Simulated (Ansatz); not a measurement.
# GeH₂ (triplet): wave-function methods side by side at angle H2–Ge1–H3 = 89.9°, cc-pVDZ

Aim: climb from Hartree-Fock through coupled cluster and multireference methods for GeH₂ (triplet) at one geometry and basis, and see what each rung misses.

Method: cc-pVDZ, core rule «outside noble gas», up to 14 orbitals frozen; program: Ansatz 0.2.0, Gaussian basis.

To be run: UHF; CCSD(T) on ROHF; CCSD(T) on UHF; BCCD(T) on ROHF; CISD; CCSDT(Q) on ROHF; CCSDT(Q) on UHF; CASSCF and MRCISD+Q, 4 electrons in 4 orbitals; CASSCF and NEVPT2, 4 electrons in 4 orbitals; CASSCF and MRCISD+Q, 6 electrons in 6 orbitals; CASSCF and MRCISD+Q(relaxed), 6 electrons in 6 orbitals; CASSCF and NEVPT2, 6 electrons in 6 orbitals; Full CI.

15 further runs of the same task are left out: 2 for a mislabelled method, 9 that didn't finish, 4 set aside as unsound or not needed.

## 1. The geometry

The geometry derives from a PBE0/def2-TZVP stationary point (not a proven minimum). One angle is set to the value named; bond lengths are kept. No spin-orbit coupling is included. The filled d shell of Ge may be among the frozen orbitals whatever the setting's name suggests; the logs give the count.

3 atoms, charge 0, spin multiplicity 3.

Atoms are counted from 1 here; the program's logs count them from 0.

Bond lengths: Ge1–H2 1.541 Å, Ge1–H3 1.541 Å. Angles: H2–Ge1–H3 89.9°.

## 2. UHF

in.yaml reads:

```yaml
crystal:
  periodic: [false, false, false]
  atoms:
    - {symbol: Ge, position_ang: [0.000000, -0.029440, 0.000000]}
    - {symbol: H, position_ang: [0.000000, 1.060833, -1.088372]}
    - {symbol: H, position_ang: [0.000000, 1.060833, 1.088372]}
basis:
  gaussian: {orbitals: cc-pVDZ}
magnetization: {spin_polarized: true, initial_magnetization: 2}
hamiltonian: {xc: hf}
output: {orbitals: {seedname: orbitals}}
```

The run is started by

```console
$ ansatz run in.yaml --threads 1 --pin off --events-out ev --progress --plain --max-ram 2393MiB
```

The runs that follow: CCSD(T) on ROHF; CCSD(T) on UHF; BCCD(T) on ROHF; CISD; CCSDT(Q) on ROHF; CCSDT(Q) on UHF; CASSCF and MRCISD+Q, 4 electrons in 4 orbitals; CASSCF and NEVPT2, 4 electrons in 4 orbitals; CASSCF and MRCISD+Q, 6 electrons in 6 orbitals; CASSCF and MRCISD+Q(relaxed), 6 electrons in 6 orbitals; CASSCF and NEVPT2, 6 electrons in 6 orbitals; Full CI.

Q: Predict the results of all the runs planned. Wanted: FCI below the RHF energy; RMP2 from FCI; UMP2 from FCI; RCCSD from FCI; RCCSD(T) from FCI; UCCSD(T) from FCI; RCCSDT(Q) from FCI; UCCSDT(Q) from FCI; NEVPT2 pair from FCI.

As calculated:

```
                         quantity                                                                                                                          value
         FCI below the RHF energy                                                                                                                     -2.6043 eV
                    RMP2 from FCI                                                                                                                +14.92 kcal/mol
                    UMP2 from FCI                                                                                                                +14.59 kcal/mol
                   RCCSD from FCI                                                                                                                 +1.54 kcal/mol
                RCCSD(T) from FCI                                                                                                                 +0.36 kcal/mol
                UCCSD(T) from FCI                                                                                                                 +0.10 kcal/mol
               RCCSDT(Q) from FCI                                                                                                                 -0.02 kcal/mol
               UCCSDT(Q) from FCI                                                                                                                 -0.29 kcal/mol
             NEVPT2 pair from FCI                                                                                                                +13.98 kcal/mol
           MRCISD+Q pair from FCI                                                                                                                 -0.32 kcal/mol
          NEVPT2 valence from FCI                                                                                                                +11.42 kcal/mol
levels within 1 kcal/mol (43 meV)  RCCSD(T), UCCSD(T), BCCD(T), RCCSDT, UCCSDT, RCCSDT(Q), UCCSDT(Q), MRCISD+Q pair, MRCISD+Q valence, MRCISD+Q(relaxed) valence
                    T1 diagnostic                                                                                                                          0.020
   effectively unpaired electrons                                                                                                                           2.03
```

**Reading.** RCCSD(T) lands +0.36 kcal/mol from the yardstick (0.6 % of the correlation energy). UCCSDT, UCCSDT(Q), MRCISD+Q pair, MRCISD+Q valence, MRCISD+Q(relaxed) valence fall below full CI: unrestricted runs freeze a spin-polarised core, another one than full CI's, and coupled cluster isn't variational. One determinant dominates. Of the multireference levels listed MRCISD+Q valence comes nearest in total energy (-0.09 kcal/mol), which doesn't show that its space is the better one. These misses are within one basis, not against nature; the frozen cores of restricted and unrestricted runs differ, which can shift their rows.
